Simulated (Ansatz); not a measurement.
AlBrH4OSi, SMILES [OH][Al]([SiH3])[Br]: an atomisation energy, run with Ansatz 0.2.0, Python API.

Script `run_tae.py`:
```python
# -*- coding: utf-8 -*-
from collections import Counter

import ansatz as az

BASIS = "6-31G*"
XC = "r2scan"


def total_energy(molecule, charge=0, unpaired=0):
    calc = molecule.calculation().basis(gaussian=BASIS).functional(XC)
    if charge:
        calc = calc.charge(charge)
    if unpaired:
        calc = calc.spin("collinear", total=unpaired)
    report = calc.run(threads=1).report
    if report["published_state_doubts"]:
        print("  doubts:", report["published_state_doubts"])
    return report["free_energy_ev"]


def main():
    geometry_ang = [
        ("O", [1.1003, 1.0102, -1.8215]),
        ("Al", [-0.2515, 0.0961, -0.9615]),
        ("Si", [0.0582, -0.5836, 1.2582]),
        ("Br", [-2.2002, -0.4286, -2.0754]),
        ("H", [0.8378, 1.994, -1.6542]),
        ("H", [-0.9542, 0.0151, 2.1243]),
        ("H", [1.4387, -0.1253, 1.732]),
        ("H", [0.0631, -2.035, 1.3422]),
    ]
    molecule = az.Crystal.molecule()
    for symbol, xyz in geometry_ang:
        molecule = molecule.atom(symbol, xyz)

    unpaired = {"O": 2, "Al": 1, "Si": 2, "Br": 1, "H": 1}
    counts = Counter(site.symbol for site in molecule.cartesian_sites)
    atom_energy = {s: total_energy(az.Crystal.molecule().atom(s, (0, 0, 0)), 0, unpaired[s]) for s in counts}
    whole = total_energy(molecule, 0, 0)
    for s, e in atom_energy.items():
        print(f"{s:2s} x{counts[s]}  {e:14.5f} eV")
    print(f"AlBrH4OSi: {whole:.5f} eV")
    split = sum(counts[s] * e for s, e in atom_energy.items()) - whole
    print(f"atomisation energy (no zero-point term): {96.485332 * split:.1f} kJ/mol, {split / sum(counts.values()):.3f} eV an atom")


if __name__ == "__main__":
    main()
```

What does it cost to take this molecule apart into atoms?

2407.4 kJ/mol from the electronic energies, without the zero-point term.

What the script printed:

Output of `python run_tae.py`:
```text
O  x1     -2041.49220 eV
Al x1     -6593.64860 eV
Si x1     -7872.84156 eV
Br x1    -70036.24810 eV
H  x4       -13.55744 eV
AlBrH4OSi: -86623.41160 eV
atomisation energy (no zero-point term): 2407.4 kJ/mol, 3.119 eV an atom
```

Reading the output:
- Total energies depend on the basis set; only differences at equal settings carry meaning.
- The geometry is a force-field or estimated start, not a minimum of this method, and the basis set is short of its limit. All parts are taken at fixed geometry, without zero-point energy.
- The spin-orbit lowering of heavy atoms is left out.
- Timing: 8.7 s on 1 thread of Intel(R) Xeon(R) Platinum 8488C (Sapphire Rapids) (shared host), peak memory 0.22 GiB.

(A comment or docstring line of the script was reworded after the run, the code is as it ran; lines on the test bed's own set-up are left out of the output.)
